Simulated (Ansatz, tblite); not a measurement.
**Si41H46 off sphere (Si41H46): a ladder of methods and basis sets**

The task here is to estimate one member of a computed series from the others.

Computed with Ansatz 0.2.0, Gaussian basis. Level: as each input shows.

Plan: GFN1-xTB, GFN2-xTB, PBE-D4/def2-SVP, r2SCAN-D4/def2-SVP, BHLYP-D4/def2-SVP, PBE0-D4/def2-TZVP, PBE-D4/def2-TZVP, HF/STO-3G, MP2/def2-SVP.

1 further run of the same task is left out (set aside as unsound or not needed). Runs told in other sessions of the task aren't counted.

## The structure

The singlet was relaxed beforehand with PBE-D4/def2-SVP.

87 atoms, charge 0, spin multiplicity 1.

Bond lengths: Si1–Si2 2.351 Å, Si1–Si11 2.349 Å, Si1–H42 1.509 Å, Si1–H43 1.510 Å, Si2–Si3 2.366 Å, Si2–Si5 2.352 Å, Si2–H44 1.512 Å, Si3–Si7 2.358 Å, Si3–H45 1.510 Å, Si3–H46 1.506 Å, Si4–Si5 2.362 Å, Si4–Si14 2.350 Å, Si4–H47 1.510 Å, Si4–H48 1.510 Å, Si5–Si6 2.352 Å, Si5–Si16 2.352 Å, Si6–Si8 2.366 Å, Si6–Si9 2.351 Å and more. Angles: Si2–Si1–Si11 111.2°, Si2–Si1–H42 110.8°, Si2–Si1–H43 108.8°, Si11–Si1–H42 109.9°, Si11–Si1–H43 107.8°, H42–Si1–H43 108.2°, Si1–Si2–Si3 112.2°, Si1–Si2–Si5 108.7°, Si1–Si2–H44 109.3°, Si3–Si2–Si5 110.0°, Si3–Si2–H44 108.7°, Si5–Si2–H44 107.9°, Si2–Si3–Si7 109.5°, Si2–Si3–H45 108.2°, Si2–Si3–H46 111.2°, Si7–Si3–H45 107.4°, Si7–Si3–H46 112.7°, H45–Si3–H46 107.7° and more.

PBE0-D4/def2-SVP was run before; its log isn't repeated, and its numbers join the tables.

The first run:

Tight binding, by tblite at 300 K electronic temperature and without a spin-polarisation term:

```python
tblite.interface.Calculator('GFN1-xTB', numbers, positions, charge=0, uhf=0).singlepoint()
```

Tight binding, by tblite at 300 K electronic temperature and without a spin-polarisation term:

```python
tblite.interface.Calculator('GFN2-xTB', numbers, positions, charge=0, uhf=0).singlepoint()
```

start.molden holds the orbitals of an earlier run on this state, given as this run's starting guess.

in.yaml reads:

```yaml
crystal:
  periodic: [false, false, false]
  atoms:
    - {symbol: Si, position_ang: [-1.156021, -5.077201, -0.584626]}
    - {symbol: Si, position_ang: [-3.107156, -3.998308, 0.160484]}
    - {symbol: Si, position_ang: [-3.292057, -4.009722, 2.519659]}
    - {symbol: Si, position_ang: [-3.108130, -1.793766, -2.996353]}
    - {symbol: Si, position_ang: [-3.093407, -1.784740, -0.633944]}
    - {symbol: Si, position_ang: [-5.017197, -0.688774, 0.159300]}
    - {symbol: Si, position_ang: [-3.127382, -1.802834, 3.332963]}
    - {symbol: Si, position_ang: [-5.120741, -0.842702, 2.518402]}
    - {symbol: Si, position_ang: [-4.974894, 1.540282, -0.586004]}
    - {symbol: Si, position_ang: [2.683387, -5.036414, -0.676662]}
    - {symbol: Si, position_ang: [0.769734, -3.983279, 0.197400]}
    - {symbol: Si, position_ang: [0.947104, -3.982068, 2.555355]}
    - {symbol: Si, position_ang: [0.723721, -1.799201, -2.973338]}
    - {symbol: Si, position_ang: [-1.188338, -0.687178, -3.779082]}
    - {symbol: Si, position_ang: [0.737015, -1.777907, -0.609983]}
    - {symbol: Si, position_ang: [-1.184123, -0.682807, 0.184825]}
    - {symbol: Si, position_ang: [0.722101, -1.779040, 3.353219]}
    - {symbol: Si, position_ang: [-1.206553, -0.695072, 2.545492]}
    - {symbol: Si, position_ang: [-1.193921, 1.525238, -2.974786]}
    - {symbol: Si, position_ang: [-1.170358, 1.527992, -0.611373]}
    - {symbol: Si, position_ang: [-3.063707, 2.660141, 0.194934]}
    - {symbol: Si, position_ang: [-1.179130, 1.517656, 3.351765]}
    - {symbol: Si, position_ang: [-2.974236, 2.813775, 2.552886]}
    - {symbol: Si, position_ang: [-3.020209, 4.844166, -0.678678]}
    - {symbol: Si, position_ang: [4.601171, -3.964547, 0.168914]}
    - {symbol: Si, position_ang: [4.585498, -1.763230, -2.960638]}
    - {symbol: Si, position_ang: [2.646615, -0.714933, -3.784128]}
    - {symbol: Si, position_ang: [4.573229, -1.741707, -0.593641]}
    - {symbol: Si, position_ang: [2.639976, -0.667313, 0.198829]}
    - {symbol: Si, position_ang: [2.640058, -0.659761, 2.563741]}
    - {symbol: Si, position_ang: [2.612823, 1.505520, -3.006459]}
    - {symbol: Si, position_ang: [0.708004, 2.645709, -3.785826]}
    - {symbol: Si, position_ang: [2.634506, 1.519931, -0.643558]}
    - {symbol: Si, position_ang: [0.743369, 2.620234, 0.197111]}
    - {symbol: Si, position_ang: [2.697289, 1.557498, 3.340619]}
    - {symbol: Si, position_ang: [0.749794, 2.617751, 2.562001]}
    - {symbol: Si, position_ang: [0.769810, 4.849698, -2.964451]}
    - {symbol: Si, position_ang: [0.780024, 4.830900, -0.597417]}
    - {symbol: Si, position_ang: [-1.130847, 5.968797, 0.162478]}
    - {symbol: Si, position_ang: [4.557598, 2.628782, 0.118983]}
    - {symbol: Si, position_ang: [4.599569, 2.651524, 2.486624]}
    - {symbol: H, position_ang: [-1.141230, -6.520898, -0.145065]}
    - {symbol: H, position_ang: [-1.126891, -5.043133, -2.094165]}
    - {symbol: H, position_ang: [-4.316180, -4.694724, -0.423122]}
    - {symbol: H, position_ang: [-4.665458, -4.522667, 2.881761]}
    - {symbol: H, position_ang: [-2.279603, -4.935082, 3.141647]}
    - {symbol: H, position_ang: [-3.132246, -3.218260, -3.495228]}
    - {symbol: H, position_ang: [-4.352633, -1.100477, -3.495574]}
    - {symbol: H, position_ang: [-6.224875, -1.387190, -0.424716]}
    - {symbol: H, position_ang: [-3.115802, -1.795570, 4.843844]}
    - {symbol: H, position_ang: [-6.251277, -1.776418, 2.879855]}
    - {symbol: H, position_ang: [-5.416975, 0.496667, 3.140166]}
    - {symbol: H, position_ang: [-4.932085, 1.548546, -2.095577]}
    - {symbol: H, position_ang: [-6.216835, 2.275863, -0.145313]}
    - {symbol: H, position_ang: [2.677236, -6.500272, -0.307372]}
    - {symbol: H, position_ang: [2.672626, -4.930888, -2.182148]}
    - {symbol: H, position_ang: [-0.046174, -4.932154, 3.171085]}
    - {symbol: H, position_ang: [2.329129, -4.460851, 2.932242]}
    - {symbol: H, position_ang: [0.703819, -3.232402, -3.452564]}
    - {symbol: H, position_ang: [-1.148297, -0.664646, -5.290251]}
    - {symbol: H, position_ang: [0.705304, -1.748874, 4.864333]}
    - {symbol: H, position_ang: [-2.443953, 2.225652, -3.455379]}
    - {symbol: H, position_ang: [-1.161853, 1.489131, 4.862898]}
    - {symbol: H, position_ang: [-4.293640, 2.428365, 3.168606]}
    - {symbol: H, position_ang: [-2.698151, 4.250157, 2.929528]}
    - {symbol: H, position_ang: [-2.939500, 4.782958, -2.184464]}
    - {symbol: H, position_ang: [-4.289607, 5.570782, -0.304338]}
    - {symbol: H, position_ang: [5.854652, -4.662210, -0.300575]}
    - {symbol: H, position_ang: [4.574108, -4.003041, 1.675986]}
    - {symbol: H, position_ang: [4.652345, -3.188944, -3.452653]}
    - {symbol: H, position_ang: [5.807582, -1.037158, -3.466912]}
    - {symbol: H, position_ang: [2.626179, -0.721171, -5.295393]}
    - {symbol: H, position_ang: [5.782592, -0.989366, -0.087915]}
    - {symbol: H, position_ang: [3.869238, -1.401262, 3.040799]}
    - {symbol: H, position_ang: [3.853988, 2.221241, -3.491141]}
    - {symbol: H, position_ang: [0.692590, 2.629840, -5.297059]}
    - {symbol: H, position_ang: [2.705191, 1.562989, 4.851824]}
    - {symbol: H, position_ang: [0.722744, 4.053258, 3.038313]}
    - {symbol: H, position_ang: [-0.430986, 5.620025, -3.458378]}
    - {symbol: H, position_ang: [2.010245, 5.544390, -3.470176]}
    - {symbol: H, position_ang: [2.035883, 5.502741, -0.091670]}
    - {symbol: H, position_ang: [-1.177343, 5.968337, 1.669612]}
    - {symbol: H, position_ang: [-1.107367, 7.402004, -0.310609]}
    - {symbol: H, position_ang: [5.783056, 1.927364, -0.412654]}
    - {symbol: H, position_ang: [4.564299, 4.041168, -0.411523]}
    - {symbol: H, position_ang: [5.844420, 1.956874, 2.981388]}
    - {symbol: H, position_ang: [4.627749, 4.076217, 2.983023]}
basis:
  gaussian: {orbitals: def2-SVP, fitting: {mean_field: def2-universal-jkfit}, initial_orbitals: start.molden}
hamiltonian: {xc: pbe, dispersion: d4}
scf: {omitted_lower_state_checks: [starts]}
output: {forces: true, orbitals: {seedname: orbitals}}
```

On the command line:

```
> ansatz run in.yaml --threads 11 --pin off --events-out ev --progress --plain --max-ram 174080MiB --backend cuda --devices 0, --max-vram 75GiB
```

Steps of the session up to this table: PBE-D4/def2-SVP; r2SCAN-D4/def2-SVP; BHLYP-D4/def2-SVP; PBE0-D4/def2-TZVP; PBE-D4/def2-TZVP; HF/STO-3G; MP2/def2-SVP.

One of the session's tables, all rows but one given; the rest of the session is left out.

It belongs to the step «Binding energy». 

```
             level  binding an atom (eV)
         HF/STO-3G                 3.827
       HF/def2-SVP                 2.453
   PBE-D4/def2-SVP                     ?
  PBE-D4/def2-TZVP                 3.415
r2SCAN-D4/def2-SVP                 3.420
  PBE0-D4/def2-SVP                 3.421
 PBE0-D4/def2-TZVP                 3.416
 BHLYP-D4/def2-SVP                 3.349
      MP2/def2-SVP                 3.151
```

Estimate the missing values for PBE-D4/def2-SVP.

The run gave: binding an atom (eV): 3.424. In the column «binding an atom (eV)» it lies between PBE0-D4/def2-SVP (3.421) and HF/STO-3G (3.827).

Caveats from the session: Free atoms were run apart at each level; binding is atoms less cluster, divided by the number of atoms, without zero-point or spin-orbit terms.
